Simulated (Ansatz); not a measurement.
# C3H9BOSi: the cost of one run

Program: Ansatz 0.2.0. Level of theory: RHF/def2-SVP. These are calculated values, not measurements.

### 1 Starting point

Bond lengths (14 of 15 bonds, heavy atoms first): B1–O2 1.478 Å, O2–C3 1.433 Å, C3–C4 1.477 Å, C3–C5 1.470 Å, C3–Si6 1.914 Å, C5–Si6 1.914 Å, B1–H7 1.214 Å, B1–H8 1.121 Å, C4–H9 1.102 Å, C4–H10 1.120 Å, C4–H11 1.189 Å, C5–H12 1.099 Å, C5–H13 1.160 Å, Si6–H14 1.445 Å. Angles (14 of 28 angles, heavy atoms first): B1–O2–C3 110.2°, O2–C3–C4 114.9°, O2–C3–C5 116.5°, O2–C3–Si6 109.6°, C4–C3–C5 123.8°, C4–C3–Si6 113.9°, C5–C3–Si6 67.4°, C3–C5–Si6 67.4°, C3–Si6–C5 45.2°, O2–B1–H7 116.8°, O2–B1–H8 122.7°, C3–C4–H9 115.9°, C3–C4–H10 111.7°, C3–C4–H11 110.9°.

Structure file:

```xyz
15

B     1.2623   -1.1126   -1.6114
O     1.3826   -0.3554   -0.3479
C     0.0828   -0.0246    0.1569
C    -0.6425   -1.1450    0.7903
C    -0.5794    1.1389   -0.4495
Si    0.2001    1.5413    1.2511
H     1.2093   -0.4636   -2.6354
H     1.1778   -2.2296   -1.6420
H    -0.0977   -1.6835    1.5826
H    -1.0367   -1.8659    0.0293
H    -1.6359   -0.7622    1.3189
H    -0.0350    1.6247   -1.2713
H    -1.7390    1.1149   -0.4361
H     1.3094    2.4485    1.0617
H    -0.8801    1.7232    2.2323
```

### 2 End point A

input.yaml

```yaml
crystal:
  periodic: [false, false, false]
  atoms:
    - { symbol: B, position_ang: [1.2623, -1.1126, -1.6114] }
    - { symbol: O, position_ang: [1.3826, -0.3554, -0.3479] }
    - { symbol: C, position_ang: [0.0828, -0.0246, 0.1569] }
    - { symbol: C, position_ang: [-0.6425, -1.145, 0.7903] }
    - { symbol: C, position_ang: [-0.5794, 1.1389, -0.4495] }
    - { symbol: Si, position_ang: [0.2001, 1.5413, 1.2511] }
    - { symbol: H, position_ang: [1.2093, -0.4636, -2.6354] }
    - { symbol: H, position_ang: [1.1778, -2.2296, -1.642] }
    - { symbol: H, position_ang: [-0.0977, -1.6835, 1.5826] }
    - { symbol: H, position_ang: [-1.0367, -1.8659, 0.0293] }
    - { symbol: H, position_ang: [-1.6359, -0.7622, 1.3189] }
    - { symbol: H, position_ang: [-0.035, 1.6247, -1.2713] }
    - { symbol: H, position_ang: [-1.739, 1.1149, -0.4361] }
    - { symbol: H, position_ang: [1.3094, 2.4485, 1.0617] }
    - { symbol: H, position_ang: [-0.8801, 1.7232, 2.2323] }
basis:
  gaussian: { orbitals: def2-SVP }
hamiltonian:
  xc: hf
relax:
  f_tol: 0.015
  max_steps: 40
```

Run with:

```console
$ ansatz run input.yaml --threads 2 --pin off --max-ram 3072MiB --backend cpu --events-out ev --progress --plain --runs-dir out
```

What time and memory should one allow on 2 threads of Arm Neoverse V1, shared host?

About 52 s, with a peak of 0.34 GiB.
